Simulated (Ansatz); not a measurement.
# BH4NOSi, SMILES OB1N[SiH2]1: a rigid scan of one bond length

Computed with Ansatz's Python interface.

Run as a notebook:

**Cell 1**
```python
import ansatz as az
import matplotlib.pyplot as plt
import numpy as np
```

**Cell 2**
```python
BASIS_SET = "def2-SVP"
XC = "hf"
```

**Cell 3**
```python
geometry_ang = [
    ("O", [0.7323, 1.7767, 0.9257]),
    ("B", [0.002, 0.6161, 0.4406]),
    ("N", [-1.2816, -0.1028, -0.0788]),
    ("Si", [0.0793, -1.2937, -0.1049]),
    ("H", [1.0089, 2.2564, 0.0711]),
    ("H", [-1.4049, 0.242, -1.0446]),
    ("H", [0.1762, -2.1305, 1.109]),
    ("H", [0.78, -1.4214, -1.3739]),
]
molecule = az.Crystal.molecule()
for symbol, xyz in geometry_ang:
    molecule = molecule.atom(symbol, xyz)
```

**Cell 4**
```python
symbols = [site.symbol for site in molecule.cartesian_sites]
start = np.array([site.position_ang for site in molecule.cartesian_sites])
axis = (start[5] - start[2]) / np.linalg.norm(start[5] - start[2])
moving = [5]
lengths, energies = [0.88, 0.95, 1.03, 1.14, 1.29, 1.55, 1.86, 2.27], []
for length in lengths:
    xyz = start.copy()
    xyz[moving] += (length - np.linalg.norm(start[5] - start[2])) * axis
    point = az.Crystal.molecule()
    for symbol, xyz in zip(symbols, xyz):
        point = point.atom(symbol, xyz.tolist())
    calculation = (
        point.calculation()
        .basis(gaussian=BASIS_SET)
        .functional(XC)
        .spin("collinear")
    )
    report = calculation.run(threads=1).report
    energies.append(report["free_energy_ev"])
    print(f"r = {length:6.3f} A  E = {energies[-1]:.5f} eV  <S^2> = {abs(report['mean_field']['state']['spin_squared']):.3f}")

print("energy above the lowest point (eV):", [round(e - min(energies), 3) for e in energies])
plt.figure(figsize=(4.5, 3))
plt.plot(lengths, np.array(energies) - min(energies), "o-")
plt.xlabel("bond length (A)")
plt.ylabel("E - E(min) (eV)")
plt.tight_layout()
plt.savefig("scan.png", dpi=100)
```
Output:
```text
r =  0.880 A  E = -12108.26493 eV  <S^2> = 0.000
r =  0.950 A  E = -12108.72414 eV  <S^2> = 0.000
r =  1.030 A  E = -12108.83275 eV  <S^2> = 0.000
r =  1.140 A  E = -12108.55771 eV  <S^2> = 0.000
r =  1.290 A  E = -12107.80885 eV  <S^2> = 0.000
r =  1.550 A  E = -12106.34293 eV  <S^2> = 0.291
r =  1.860 A  E = -12105.79758 eV  <S^2> = 0.922
r =  2.270 A  E = -12105.85090 eV  <S^2> = 1.020
energy above the lowest point (eV): [0.568, 0.109, 0.0, 0.275, 1.024, 2.49, 3.035, 2.982]
```

Total energies depend on the basis set; only differences at equal settings carry meaning. The rest of the molecule is held rigid at a force-field or estimated start geometry, and the basis set is modest; single-reference methods fail as a bond breaks. The expectation value of S² is noticeably off S(S+1) in at least one run, so that state is spin-contaminated. Hartree-Fock leaves correlation out, so bond, atomisation and ionisation energies come out well too low. Timing: 39 s on 1 thread of Arm Neoverse N1, on a shared host, peak memory 0.27 GiB.

(Lines on the test bed's own set-up are left out of the output.)
